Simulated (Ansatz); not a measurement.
# C2H4FNOSi: how energies converge with the basis set

Aim: see how fast density functionals converge with the basis set for C2H4FNOSi.

Computed with Ansatz 0.2.0, Gaussian basis. Level: one geometry, several basis sets.

Plan: PBE0-D4/def2-SVP; ωB97M-V/def2-SVP; PBE0-D4/def2-QZVPP; ωB97M-V/def2-QZVPP; the functionals' def2-TZVPP values are taken from earlier runs.

### Step 1. The relaxed structure

The geometry comes from an earlier relaxation with PBE0-D4 in a triple-zeta def2 set; it is a stationary point, not always the lowest conformer.

SMILES `N#CC(O)(F)[SiH3]`, 10 atoms, charge 0, spin multiplicity 1.

Atoms are counted from 1 here; the program's logs count them from 0.

Bond lengths: N1–C2 1.150 Å, C2–C3 1.472 Å, C3–O4 1.373 Å, C3–F5 1.391 Å, C3–Si6 1.934 Å, O4–H7 0.966 Å, Si6–H8 1.480 Å, Si6–H9 1.480 Å, Si6–H10 1.480 Å. Angles: N1–C2–C3 176.9°, C2–C3–O4 111.9°, C2–C3–F5 106.6°, C2–C3–Si6 111.7°, O4–C3–F5 110.3°, O4–C3–Si6 108.2°, F5–C3–Si6 108.2°, C3–O4–H7 110.0°, C3–Si6–H8 106.2°, C3–Si6–H9 107.9°, C3–Si6–H10 107.2°, H8–Si6–H9 112.0°, H8–Si6–H10 111.9°, H9–Si6–H10 111.3°.

### Step 2. PBE0-D4 in def2-SVP

The input, in.yaml:

```yaml
crystal:
  periodic: [false, false, false]
  atoms:
    - {symbol: N, position_ang: [-0.508963, -2.489009, -0.906358]}
    - {symbol: C, position_ang: [-0.456786, -1.354445, -0.728491]}
    - {symbol: C, position_ang: [-0.320474, 0.086837, -0.463054]}
    - {symbol: O, position_ang: [0.454907, 0.710039, -1.409009]}
    - {symbol: F, position_ang: [-1.607063, 0.614534, -0.470825]}
    - {symbol: Si, position_ang: [0.459878, 0.422093, 1.274686]}
    - {symbol: H, position_ang: [0.164098, 0.456248, -2.294274]}
    - {symbol: H, position_ang: [0.538852, 1.893091, 1.416173]}
    - {symbol: H, position_ang: [1.798674, -0.209244, 1.301011]}
    - {symbol: H, position_ang: [-0.440023, -0.181246, 2.283243]}
basis:
  gaussian: {orbitals: def2-SVP}
hamiltonian: {xc: pbe0, dispersion: d4}
output: {orbitals: {seedname: orbitals}}
```

Further steps of the session: ωB97M-V in def2-SVP; PBE0-D4 in def2-QZVPP; ωB97M-V in def2-QZVPP.

**Question.** What will the summary of the whole plan be? Wanted: PBE0-D4: double and triple zeta above quadruple; ωB97M-V: double and triple zeta above quadruple.

As calculated:

| quantity | value |
| --- | --- |
| PBE0-D4: double and triple zeta above quadruple | 13.35, 0.70 eV |
| ωB97M-V: double and triple zeta above quadruple | 13.59, 0.65 eV |

In words: For PBE0-D4 the step from double to triple zeta gains 12.65 eV and the next only 0.70 eV. Total energies overstate the basis error of differences, where much of it tends to cancel. The LUMO of ωB97M-V is positive and keeps falling with the basis (1.67 to 0.94 eV): an unbound level that the basis holds in place.
